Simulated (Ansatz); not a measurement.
Runs of Ansatz 0.2.0 on Co4Ge. The structure is trigonal, space group R-3m (No. 166). The conventional cell has a = 2.625 Å, b = 2.625 Å, c = 29.588 Å, α = 90.00°, β = 90.00°, γ = 120.00°. Ge (site symmetry -3m) is surrounded by 6 Co at 2.51 Å and 6 Ge at 2.62 Å. Around Co (site symmetry 3m) lie 9 Co at 2.45 to 2.62 Å and 3 Ge at 2.51 Å. Co (site symmetry 3m) is surrounded by 12 Co at 2.45 to 2.62 Å. The cell comes from a database or a generator and needn't be the stable form of this composition.

| level | cutoff (eV) | gap on the mesh (eV) | pressure (GPa) | moment (μB) | largest force (eV/Å) |
| --- | --- | --- | --- | --- | --- |
| PBEsol | 420 | none | (b) | (a) | 0.05 |
| revPBE | 420 | none | 3.5 | (c) | 0.09 |
| RPBE | 420 | none | 4.8 | 5.95 | 0.09 |
| BLYP | 420 | none | 9.0 | 5.82 | 0.10 |
| r2SCAN | 500 | none | -1.5 | 7.20 | 0.23 |

Alike in all rows: task band structure; potentials or basis Ansatz PAW; spin collinear, ferromagnetic start; cell as given; k mesh 12 × 12 × 12; smearing fermi-dirac 0.05 eV.

Problem. Fill in the values left out.

Solution. (a) 5.90; (b) -8.6; (c) 5.94.

Caveats: the PAW data sets come from PBE, with cores solved anew for the run's functional, which leaves a small shift of forces and pressure; the magnetic or orbital state may not be the lowest (some runs).

A k mesh can miss the band edges, and the runs leave out spin-orbit coupling on Ge.

A gap of «none» marks a metal or a gap under the smearing width.
